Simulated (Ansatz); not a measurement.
# Li: the cost of one run

Program: Ansatz 0.2.0. Level of theory: DFT LDA, plane waves, PAW, scalar-relativistic, no spin polarisation. These are calculated values, not measurements.

### 1 The structure to begin with

The cell holds 16 atoms (Li16): a = 7.094 Å, b = 7.094 Å, c = 7.094 Å, α = 90.00°, β = 90.00°, γ = 90.00°.

Coordinates:

```cif
data_structure
_symmetry_space_group_name_H-M 'P 1'
_symmetry_Int_Tables_number 1
_cell_length_a 7.0944
_cell_length_b 7.0944
_cell_length_c 7.0944
_cell_angle_alpha 90.000
_cell_angle_beta 90.000
_cell_angle_gamma 90.000
_cell_volume 357.07
loop_
_atom_site_label
_atom_site_type_symbol
_atom_site_fract_x
_atom_site_fract_y
_atom_site_fract_z
_atom_site_occupancy
Li1 Li 0.00000 0.00000 0.00000 1
Li2 Li 0.50000 0.00000 0.00000 1
Li3 Li 0.00000 0.50000 0.00000 1
Li4 Li 0.00000 0.00000 0.50000 1
Li5 Li 0.25000 0.25000 0.25000 1
Li6 Li 0.50000 0.50000 0.00000 1
Li7 Li 0.50000 0.00000 0.50000 1
Li8 Li 0.75000 0.25000 0.25000 1
Li9 Li 0.00000 0.50000 0.50000 1
Li10 Li 0.25000 0.75000 0.25000 1
Li11 Li 0.25000 0.25000 0.75000 1
Li12 Li 0.50000 0.50000 0.50000 1
Li13 Li 0.75000 0.75000 0.25000 1
Li14 Li 0.75000 0.25000 0.75000 1
Li15 Li 0.25000 0.75000 0.75000 1
Li16 Li 0.75000 0.75000 0.75000 1
```

### 2 Run 1

200 steps of 3 fs at constant energy, with velocities drawn for 3600 K.

The input, input.yaml:

```yaml
accuracy: low
crystal:
  lattice:
    - [7.094447, 0.0, 0.0]
    - [0.0, 7.094447, 0.0]
    - [0.0, 0.0, 7.094447]
  atoms:
    - { symbol: Li, position: [0.0, 0.0, 0.0] }
    - { symbol: Li, position: [0.5, 0.0, 0.0] }
    - { symbol: Li, position: [0.0, 0.5, 0.0] }
    - { symbol: Li, position: [0.0, 0.0, 0.5] }
    - { symbol: Li, position: [0.25, 0.25, 0.25] }
    - { symbol: Li, position: [0.5, 0.5, 0.0] }
    - { symbol: Li, position: [0.5, 0.0, 0.5] }
    - { symbol: Li, position: [0.75, 0.25, 0.25] }
    - { symbol: Li, position: [0.0, 0.5, 0.5] }
    - { symbol: Li, position: [0.25, 0.75, 0.25] }
    - { symbol: Li, position: [0.25, 0.25, 0.75] }
    - { symbol: Li, position: [0.5, 0.5, 0.5] }
    - { symbol: Li, position: [0.75, 0.75, 0.25] }
    - { symbol: Li, position: [0.75, 0.25, 0.75] }
    - { symbol: Li, position: [0.25, 0.75, 0.75] }
    - { symbol: Li, position: [0.75, 0.75, 0.75] }
basis:
  ecutwfc: 420.0
kpoints:
  mp_grid: { grid: [2, 2, 2] }
hamiltonian:
  xc: lda
scf:
  occupations: { method: fermi_dirac, width: 0.16 }
  lower_state_search: "off"
  max_iter: 82
md:
  timestep: 3
  n_steps: 200
  ensemble: nve
  temperature: 3600.0
  initial_velocities: maxwell_boltzmann
  seed: 40909
```

Run with:

```console
> ansatz run input.yaml --threads 1 --pin off --max-ram 3072MiB --backend cpu --events-out ev --progress --plain --runs-dir out
```

**Question.** How long does this run take on 1 thread of AMD EPYC 9B45 (Zen 5), shared host, and how much memory does it need?

About 4 min, with a peak of 0.59 GiB.
